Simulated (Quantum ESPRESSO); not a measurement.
# GaGe (F-43m) in Quantum ESPRESSO: a series of runs, part 6 of 6

Quantum ESPRESSO 7.5. The steps go on from the part before.

**8. Summary**

| task | level | potentials or basis | cell | k mesh | smearing | form of the LDA correlation | q mesh | gap on the mesh (eV) | pressure (GPa) |
| --- | --- | --- | --- | --- | --- | --- | --- | --- | --- |
| phonons | LDA | GBRV 1.5 LDA | relaxed | 7 × 7 × 7 | cold 0.2 eV | PZ81 | - | none | 0.0 |
| phonons | LDA | GBRV 1.5 LDA | relaxed to 5 GPa | 7 × 7 × 7 | cold 0.2 eV | PZ81 | - | none | 5.1 |
| phonons | LDA | GBRV 1.5 LDA | relaxed to 10 GPa | 7 × 7 × 7 | cold 0.2 eV | PZ81 | - | none | 10.2 |
| phonons | LDA | GBRV 1.5 LDA | relaxed to 20 GPa | 7 × 7 × 7 | cold 0.2 eV | PZ81 | - | none | 20.3 |
| phonons | LDA | GBRV 1.5 LDA | relaxed to 40 GPa | 7 × 7 × 7 | cold 0.2 eV | PZ81 | - | none | 40.3 |
| phonons and electron-phonon coupling | PBE | GBRV 1.5 PBE | relaxed | 6 × 6 × 6 | methfessel-paxton 0.272 eV | - | 2 × 2 × 2 | none | 0.0 |

Alike in all rows: no spin polarisation; cutoff (eV) 762.

Caveats: the mesh is thin for the phonons of a metal; the cell is more than 3 GPa from zero pressure, which shifts response properties (some runs); λ from interpolated matrix elements is rough: modes that symmetry makes equal can differ by tens of percent (some runs).

Total energies depend on the potentials used, so only differences within one code and one set of settings carry meaning.
